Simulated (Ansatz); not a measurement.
Task: a single point in a Gaussian basis of B2H5ISi, SMILES [SiH3]BBI, with Ansatz 0.2.0 through its Python package. Give the script and its output. Settings: revpbe0, def2-SVPD basis, multiplicity 1.

```
atom    x (Å)    y (Å)    z (Å)
  Si  -0.0353   1.4582   0.0847
   B  -0.5606  -0.3753   0.2113
   B   0.4866  -1.5353  -0.2802
   I   0.0547  -3.6525  -0.1111
   H   0.1992   1.8247  -1.3501
   H   1.1122   1.7816   0.8854
   H  -1.1739   2.3292   0.5620
   H  -1.5751  -0.6656   0.6321
   H   1.5807  -1.2113  -0.6511
```

`run_energy.py`:
```python
"""Single point of B2H5ISi."""

import sys

import ansatz as az
from ase import Atoms

config = {
    "basis": "def2-SVPD",
    "xc": "revpbe0",
}


def main() -> None:
    atoms = Atoms(["Si", "B", "B", "I", "H", "H", "H", "H", "H"], positions=[
        (-0.0353, 1.4582, 0.0847),
        (-0.5606, -0.3753, 0.2113),
        (0.4866, -1.5353, -0.2802),
        (0.0547, -3.6525, -0.1111),
        (0.1992, 1.8247, -1.3501),
        (1.1122, 1.7816, 0.8854),
        (-1.1739, 2.3292, 0.562),
        (-1.5751, -0.6656, 0.6321),
        (1.5807, -1.2113, -0.6511),
    ])
    molecule = az.Crystal.molecule_from_ase(atoms)

    model = molecule.calculation().basis(gaussian=config["basis"]).functional(config["xc"])
    print(model.to_yaml())
    try:
        data = model.run().report
    except az.AnsatzError as error:
        sys.exit(f"{type(error).__name__}: {error}")

    for key in ("converged", "free_energy_ev", "reference_energy_ev", "n_frozen", "n_occupied", "n_virtual"):
        print(f"{key:22s} {data[key]}")

    field = data["mean_field"]
    print("<S^2> =", round(abs(field["state"]["spin_squared"]), 4), " all-electron relativity setting:", field["relativity"])
    print("passes:", field["passes"])
    if "symmetry" in field:
        print("occupied orbitals by irrep:", field["symmetry"]["occupied"])


if __name__ == "__main__":
    main()
```

Running `python run_energy.py` prints:
```text
crystal:
  periodic: [false, false, false]
  atoms:
    - { symbol: Si, position_ang: [-0.0353, 1.4582, 0.0847] }
    - { symbol: B, position_ang: [-0.5606, -0.3753, 0.2113] }
    - { symbol: B, position_ang: [0.4866, -1.5353, -0.2802] }
    - { symbol: I, position_ang: [0.0547, -3.6525, -0.1111] }
    - { symbol: H, position_ang: [0.1992, 1.8247, -1.3501] }
    - { symbol: H, position_ang: [1.1122, 1.7816, 0.8854] }
    - { symbol: H, position_ang: [-1.1739, 2.3292, 0.562] }
    - { symbol: H, position_ang: [-1.5751, -0.6656, 0.6321] }
    - { symbol: H, position_ang: [1.5807, -1.2113, -0.6511] }
basis:
  gaussian:
    orbitals: def2-SVPD
hamiltonian:
  xc: revpbe0

converged              True
free_energy_ev         -17406.87225948141
reference_energy_ev    -17406.87225948141
n_frozen               0
n_occupied             [27, 27]
n_virtual              [112, 112]
<S^2> = 0.0  all-electron relativity setting: none
passes: {'evaluations': 14, 'products': 13}
occupied orbitals by irrep: [{'A': 27}, {'A': 27}]
```

These settings explore the input space; basis and method may be short of convergence. The geometry is a force-field or estimated start, not a minimum of this method, and the basis set is short of its limit. def2 sets replace the cores of elements past krypton by effective core potentials. Timing: 3 s on 1 thread of Intel(R) Xeon(R) 6975P-C (Granite Rapids), with other jobs on the host, peak memory 0.34 GiB.

(A comment or docstring line of the script was reworded after the run, the code is as it ran; lines on the test bed's own set-up are left out of the output.)
